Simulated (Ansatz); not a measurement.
# C2H12N4Ti: ionisation energy by level of theory

An exercise on one series of results from a longer session: the logs are not shown, and one member is left open.

The runs use Ansatz 0.2.0, Gaussian basis; unrestricted cation, the program's frozen cores in correlated methods.

The runs, in order: UKS PBE-D4/def2-TZVPP; UKS r2SCAN-D4/def2-TZVPP; UKS PBE0-D4/def2-TZVPP; UKS B3LYP-D4/def2-TZVPP; UKS wB97X-V/def2-TZVPP; UKS wB97M-V/def2-TZVPP; UKS B2PLYP/def2-TZVPP; UHF-CCSD(T)/def2-TZVPP; UHF-MP2/def2-QZVPP; extrapolation to the limit; then −ε(HOMO) from the neutral's earlier runs with LDA (SPW92), PBE-D4, revPBE-D4, BLYP-D4, r2SCAN-D4, B97M-V, PBE0-D4, B3LYP-D4, r2SCANh-D4, r2SCAN0-D4, HSE06-D4, BHLYP-D4, CAM-B3LYP-D4, LC-ωPBE, ωB97X-V, ωB97M-V.

### The geometry

The geometry comes from an earlier relaxation with PBE0-D4 in a triple-zeta def2 set; it is a stationary point, not always the lowest conformer.

SMILES `C[N](C)[Ti]([NH2])([NH2])[NH2]`, 19 atoms, charge 0, spin multiplicity 1.

Atoms are counted from 1 here; the program's logs count them from 0.

Bond lengths: C1–N2 1.437 Å, C1–H8 1.100 Å, C1–H9 1.090 Å, C1–H10 1.100 Å, N2–C3 1.443 Å, N2–Ti4 1.876 Å, C3–H11 1.100 Å, C3–H12 1.096 Å, C3–H13 1.100 Å, Ti4–N5 1.905 Å, Ti4–N6 1.896 Å, Ti4–N7 1.905 Å, N5–H14 1.010 Å, N5–H15 1.011 Å, N6–H16 1.010 Å, N6–H17 1.010 Å, N7–H18 1.011 Å, N7–H19 1.010 Å. Angles: N2–C1–H8 111.4°, N2–C1–H9 110.0°, N2–C1–H10 111.4°, H8–C1–H9 108.4°, H8–C1–H10 107.1°, H9–C1–H10 108.4°, C1–N2–C3 113.7°, C1–N2–Ti4 132.2°, C3–N2–Ti4 114.1°, N2–C3–H11 111.6°, N2–C3–H12 110.8°, N2–C3–H13 111.6°, H11–C3–H12 107.4°, H11–C3–H13 107.6°, H12–C3–H13 107.5°, N2–Ti4–N5 108.0°, N2–Ti4–N6 108.7°, N2–Ti4–N7 107.9° and more.

Set-up of the first run:

Input file in.yaml:

```yaml
crystal:
  periodic: [false, false, false]
  atoms:
    - {symbol: C, position_ang: [1.366554, -1.715244, 0.243411]}
    - {symbol: N, position_ang: [0.755041, -0.508007, -0.238735]}
    - {symbol: C, position_ang: [1.446554, 0.087429, -1.356166]}
    - {symbol: Ti, position_ang: [-0.768785, 0.438052, 0.310171]}
    - {symbol: N, position_ang: [-0.210238, 2.159493, 0.904935]}
    - {symbol: N, position_ang: [-1.552662, -0.471769, 1.777875]}
    - {symbol: N, position_ang: [-2.014889, 0.428898, -1.130795]}
    - {symbol: H, position_ang: [2.399285, -1.536054, 0.577644]}
    - {symbol: H, position_ang: [0.796628, -2.111530, 1.083524]}
    - {symbol: H, position_ang: [1.408761, -2.484685, -0.541793]}
    - {symbol: H, position_ang: [1.487334, -0.594731, -2.218089]}
    - {symbol: H, position_ang: [0.940465, 1.001989, -1.684871]}
    - {symbol: H, position_ang: [2.480542, 0.357832, -1.095990]}
    - {symbol: H, position_ang: [0.747785, 2.474086, 0.960357]}
    - {symbol: H, position_ang: [-0.826794, 2.925081, 1.140431]}
    - {symbol: H, position_ang: [-2.319767, -1.124066, 1.702280]}
    - {symbol: H, position_ang: [-1.385334, -0.241801, 2.746838]}
    - {symbol: H, position_ang: [-2.860101, 0.981104, -1.178803]}
    - {symbol: H, position_ang: [-1.890380, -0.066078, -2.002233]}
basis:
  gaussian: {orbitals: def2-TZVPP}
total_charge: 1
magnetization: {spin_polarized: true, initial_magnetization: 1}
hamiltonian: {xc: pbe, dispersion: d4}
```

Started as:

```sh
$ ansatz run in.yaml --threads 4 --pin off --events-out ev --progress --plain --max-ram 66560MiB --backend cuda --devices 0, --max-vram 37GiB
```

Steps of the session up to this table: Cation, UKS PBE-D4/def2-TZVPP; Cation, UKS r2SCAN-D4/def2-TZVPP; Cation, UKS PBE0-D4/def2-TZVPP; Cation, UKS B3LYP-D4/def2-TZVPP; Cation, UKS wB97X-V/def2-TZVPP; Cation, UKS wB97M-V/def2-TZVPP; Cation, UKS B2PLYP (frozen core)/def2-TZVPP; Cation, UHF-CCSD(T)/def2-TZVPP; Cation, UHF-MP2/def2-QZVPP.

One of the session's tables, all rows but one given; the rest of the session is left out.

For comparison, −ε(HOMO) of the neutral from earlier runs:

```
  functional  −ε(HOMO) (eV)
 LDA (SPW92)           5.17
      PBE-D4           5.04
   revPBE-D4           4.98
     BLYP-D4           4.93
   r2SCAN-D4           5.25
      B97M-V           5.38
     PBE0-D4           6.28
    B3LYP-D4           6.09
  r2SCANh-D4           5.72
  r2SCAN0-D4           6.44
    HSE06-D4              ?
    BHLYP-D4           7.47
CAM-B3LYP-D4           7.65
     LC-ωPBE           8.96
     ωB97X-V           8.65
     ωB97M-V           8.58
```

Estimate the missing values for HSE06-D4.

**Answer.** −ε(HOMO) (eV): 5.88. In the column «−ε(HOMO) (eV)» it lies between r2SCANh-D4 (5.72) and B3LYP-D4 (6.09).
